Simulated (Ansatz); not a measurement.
# Ge₂H₄Cl₂: how energies converge with the basis set

One table from this session's results is given with a row withheld; the runs are named, their logs left out.

Program: Ansatz 0.2.0, Gaussian basis. Level of theory: one geometry, several basis sets. These are calculated values, not measurements.

Levels to be run: PBE0-D4/def2-SVP; ωB97M-V/def2-SVP; PBE0-D4/def2-QZVPP; ωB97M-V/def2-QZVPP; the functionals' def2-TZVPP values are taken from earlier runs.

## The geometry

All runs share one geometry, relaxed beforehand with PBE0-D4 in a triple-zeta def2 set.

SMILES `[Cl][GeH2][GeH2][Cl]`, 8 atoms, charge 0, spin multiplicity 1.

Atoms are counted from 1 here; the program's logs count them from 0.

Bond lengths: Cl1–Ge2 2.158 Å, Ge2–Ge3 2.428 Å, Ge2–H5 1.537 Å, Ge2–H6 1.534 Å, Ge3–Cl4 2.158 Å, Ge3–H7 1.534 Å, Ge3–H8 1.537 Å. Angles: Cl1–Ge2–Ge3 106.6°, Cl1–Ge2–H5 106.7°, Cl1–Ge2–H6 107.2°, Ge3–Ge2–H5 112.7°, Ge3–Ge2–H6 112.1°, H5–Ge2–H6 111.1°, Ge2–Ge3–Cl4 106.6°, Ge2–Ge3–H7 112.1°, Ge2–Ge3–H8 112.7°, Cl4–Ge3–H7 107.2°, Cl4–Ge3–H8 106.7°, H7–Ge3–H8 111.1°.

Geometry (Å):

```xyz
8
Cl2Ge2H4
Cl   -1.4109    1.8755   -1.2486
Ge   -0.2064    1.1339    0.3809
Ge    0.2152   -1.2125   -0.0810
Cl    1.5679   -1.2756   -1.7610
H    -1.0203    1.3490    1.6670
H     1.0862    1.9596    0.4016
H    -1.0595   -1.9576   -0.4970
H     0.9197   -1.9294    1.0821
```

The first run:

File in.yaml:

```yaml
crystal:
  periodic: [false, false, false]
  atoms:
    - {symbol: Cl, position_ang: [-1.410893, 1.875451, -1.248571]}
    - {symbol: Ge, position_ang: [-0.206364, 1.133851, 0.380894]}
    - {symbol: Ge, position_ang: [0.215247, -1.212549, -0.080996]}
    - {symbol: Cl, position_ang: [1.567932, -1.275553, -1.760995]}
    - {symbol: H, position_ang: [-1.020282, 1.349046, 1.667050]}
    - {symbol: H, position_ang: [1.086205, 1.959639, 0.401585]}
    - {symbol: H, position_ang: [-1.059470, -1.957593, -0.496984]}
    - {symbol: H, position_ang: [0.919727, -1.929393, 1.082117]}
basis:
  gaussian: {orbitals: def2-SVP}
hamiltonian: {xc: pbe0, dispersion: d4}
output: {orbitals: {seedname: orbitals}}
```

Started as:

```console
> ansatz run in.yaml --threads 4 --pin off --events-out ev --progress --plain --max-ram 10444MiB
```

Steps of the session up to this table: PBE0-D4 in def2-SVP; ωB97M-V in def2-SVP; PBE0-D4 in def2-QZVPP; ωB97M-V in def2-QZVPP.

One table of the session follows, with a row left open; its other results are not shown here.

```
functional       basis  HOMO (eV)
   PBE0-D4    def2-SVP      -7.99
   PBE0-D4  def2-TZVPP      -8.12
   PBE0-D4  def2-QZVPP      -8.14
   ωB97M-V    def2-SVP      -9.99
   ωB97M-V  def2-TZVPP          ?
   ωB97M-V  def2-QZVPP     -10.19
```

Estimate the missing values for ωB97M-V, def2-TZVPP.

The run gave: HOMO (eV): -10.16. In the column «HOMO (eV)» it lies between ωB97M-V, def2-QZVPP (-10.19) and ωB97M-V, def2-SVP (-9.99).
